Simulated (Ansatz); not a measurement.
Task: a comparison of functionals at one structure of Ge, space group I4_1/amd, with the Ansatz DFT code, driven from Python. Give the script and its output. Level of theory (first run): LDA, PAW, the default cutoff (420 eV here), 13×13×13 k-points, Gaussian smearing of 0.1 eV. The script varies functional: lda, pbesol, blyp.

```
CELL_PARAMETERS angstrom
-2.57449 2.57449 1.39741
2.57449 -2.57449 1.39741
2.57449 2.57449 -1.39741
ATOMIC_POSITIONS crystal
Ge 0.25000 0.75000 0.50000
Ge 0.50000 0.50000 0.00000
```

`xc.py`
```python
# -*- coding: utf-8 -*-
"""One structure of Ge under several functionals."""

import csv
import warnings

import ansatz as az


def main():
    warnings.simplefilter("ignore", az.DeckWarning)

    system = (
        az.Lattice.of((-2.57448972, 2.57448972, 1.39741264), (2.57448972, -2.57448972, 1.39741264), (2.57448972, 2.57448972, -1.39741264))
        .atom("Ge", (0.25, 0.75, 0.5))
        .atom("Ge", (0.5, 0.5, 0.0))
    )

    calc = (
        system.calculation()
        .occupations(az.OccupationsMethod.GAUSSIAN)
        .kpoints(13, 13, 13)
        .pseudopotentials("paw")
        .stress()
    )

    rows = []
    for value in ["lda", "pbesol", "blyp"]:
        summary = calc.functional(value).run(threads=1, backend="cpu").report
        rows.append((value, summary["free_energy_ev"] / len(summary["lattice"]["sites"]), summary["n_iterations"], sum(summary["stress_gpa"][i][i] for i in range(3)) / 3, summary["n_kpoints"]))

    with open("xc.csv", "w", newline="") as handle:
        writer = csv.writer(handle)
        writer.writerow(["functional", "F/atom (eV)", "iterations", "P (GPa)", "k-points"])
        writer.writerows([round(v, 5) if isinstance(v, float) else v for v in row] for row in rows)
    print(open("xc.csv").read())


if __name__ == "__main__":
    main()
```

```console
$ python xc.py
functional,F/atom (eV),iterations,P (GPa),k-points
lda,-4215.53638,6,-2.64667,196
pbesol,-4253.33424,6,-0.78032,196
blyp,-4304.76997,7,9.45574,196
```

From lowest to highest: LDA (-2.6 GPa), PBEsol (-0.8 GPa) and BLYP (9.5 GPa). At a fixed cell a lower pressure usually means a smaller equilibrium volume, so LDA prefers the smallest cell and BLYP the largest.

BLYP can be off by several per cent in the lattices of metals, and by several GPa in the pressure at a fixed cell. Pressure is positive in compression. This isn't the structure that Ge takes at ambient conditions. Total energies of different functionals can't be compared; pressures, moments and gaps at this one structure can. The whole script took 15 s on 1 thread of Arm Neoverse V2 (shared host), peak memory 0.43 GiB.
